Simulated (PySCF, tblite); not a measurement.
**C₄H₈FS₂ radical: geometry, infrared bands and EPR parameters**

Aim: predict the infrared bands and EPR parameters of C₄H₈FS₂ radical (`CSC[C@@H](S)[CH]F`).

The runs use tblite 0.8.0 and PySCF 2.14.0, with density-fitted response routines of our own; the level of theory stands in each step. All values are computed, except where a source is named. Atoms are numbered from 0 throughout.

## 1. The molecule as given

15 atoms, charge 0, multiplicity 2; geometry from: force field or distance geometry start.

Bonds of the start (Å): C0–S1 1.82, S1–C2 1.78, C2–C3 1.54, C3–S4 1.80, C3–C5 1.52, C5–F6 1.40, C0–H7 1.12, C0–H8 1.13, C0–H9 1.09, C2–H10 1.12, C2–H11 1.11, C3–H12 1.10, S4–H13 1.40, C5–H14 1.13.

## 2. Geometry optimisation with GFN2-xTB

Job settings and geometry (Å):

```
{"job": {"kind": "relax", "xc": "GFN2-xTB", "basis": "xTB"}, "charge": 0, "multiplicity": 2}
C      2.735300    -0.207500    -0.333100
S      1.130200     0.540000     0.100500
C     -0.262700    -0.559200    -0.030500
C     -1.433500     0.265700    -0.590700
S     -2.949900    -0.695900    -0.760100
C     -1.632100     1.420500     0.373200
F     -1.497800     2.621000    -0.325600
H      2.662500    -1.322900    -0.216300
H      3.485400     0.193900     0.404800
H      3.081800     0.084700    -1.329400
H     -0.094300    -1.434000    -0.702500
H     -0.580700    -0.952800     0.952900
H     -1.132800     0.735100    -1.536600
H     -2.660500    -2.069000    -0.730800
H     -0.855400     1.388400     1.196600
```

Launch:

```sh
> OMP_NUM_THREADS=1 python probes_run.py task.json out
```

One launch serves the whole session: the jobs run in the order shown.

**Question.** This job is followed by: GFN2-xTB harmonic vibrations, gas phase; UKS B3LYP, pcH-1 on C F H S, non-relativistic, mean-field spin-orbit, GIAO. Predict these results of the whole session: strongest single infrared mode (GFN2-xTB); zero-point energy (GFN2-xTB); g(iso) (B3LYP); ⟨S²⟩; largest a(iso) (averaged by class); surface potential, 1st and 99th percentile.

**Answer**, as computed:

| quantity | value |
| --- | --- |
| strongest single infrared mode (GFN2-xTB) | 2454 cm⁻¹, 90 km/mol |
| zero-point energy (GFN2-xTB) | 66.9 kcal/mol |
| g(iso) (B3LYP) | 2.00417 |
| ⟨S²⟩ | 0.757 (exact 0.75) |
| largest a(iso) (averaged by class) | 19F on F6, 140.8 MHz |
| surface potential, 1st and 99th percentile | -0.90 V and 1.19 V |

**Reading.** The optimisation took 186 steps and gained 1.261 eV; among the close pairs (by a distance rule), C3–S4 changed most, from 1.804 to 1.978 Å. All 39 modes are real, so the xTB geometry is a minimum. The strongest single mode, at 2454 cm⁻¹, moves mainly H13. Unscaled tight-binding wavenumbers are off by several per cent, some by more. Its intensities can rank the bands wrongly. C5 carries the largest spin population, 0.83 e. The isotropic g lies 1.8 ppt above the free-electron value.
